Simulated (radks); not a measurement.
# Xe³⁺ in [Kr] 4d10 5s2 5p3: an all-electron calculation

One table from this session's results is given with a row withheld; the runs are named, their logs left out.

The numbers are computed with radks (a radial shooting solver on a logarithmic mesh, Libxc functionals) version 1 (scalar-relativistic Kohn-Sham, r2SCAN, spin-unpolarised, spherical densities, finite nucleus), except any that are marked as measured or tabulated.

## Starting point

| Quantity | Value |
| --- | --- |
| element | xenon (Z = 54) |
| charge | +3 |
| electrons | 51 |
| configuration | [Kr] 4d10 5s2 5p3 |
| nuclear rms radius | 4.7859 fm |

Outer shells as boxes (Hund's rule):

Xe³⁺
```
[Kr] core
4d [↑↓][↑↓][↑↓][↑↓][↑↓]
5s [↑↓]
5p [↑ ][↑ ][↑ ]
```

The first run:

Input:

```text
Z 54
configuration [Kr] 4d10 5s2 5p3
relativity scalar-relativistic
functional r2scan,r2scan
spin unpolarised
nucleus finite rms 4.7859 fm
c 137.035999084
```

Run with:

```console
$ python run_ks.py task.json out
```

This one command runs every case of the session in turn.

Among the steps run: Self-consistent calculation.

One table of the session follows, with a row left open; its other results are not shown here.

It belongs to the step «Radial structure». From the orbitals of this run (lengths in bohr):

```
level      <r>  outermost maximum (interpolated)  90 % within  nodes
   1s  0.02666                            0.0172       0.0480      0
   2s   0.1146                            0.0969        0.177      1
   2p   0.1003                            0.0778        0.163      0
   3s   0.3057                             0.279        0.449      2
   3p        ?                                 ?            ?      ?
   3d   0.2808                             0.226        0.440      0
   4s   0.7172                             0.661         1.03      3
   4p   0.7645                             0.693         1.11      2
   4d   0.8724                             0.747         1.32      1
   5s    1.759                              1.59         2.52      4
   5p    2.007                              1.80         2.89      3
```

Q: Estimate the row for 3p from the others.

**Answer.** <r>: 0.3039; outermost maximum (interpolated): 0.273; 90 % within: 0.456; nodes: 1. In the column «<r>» it lies between 3d (0.2808) and 3s (0.3057).

Caveats from the session: Spin polarisation and multiplet splitting are left out.
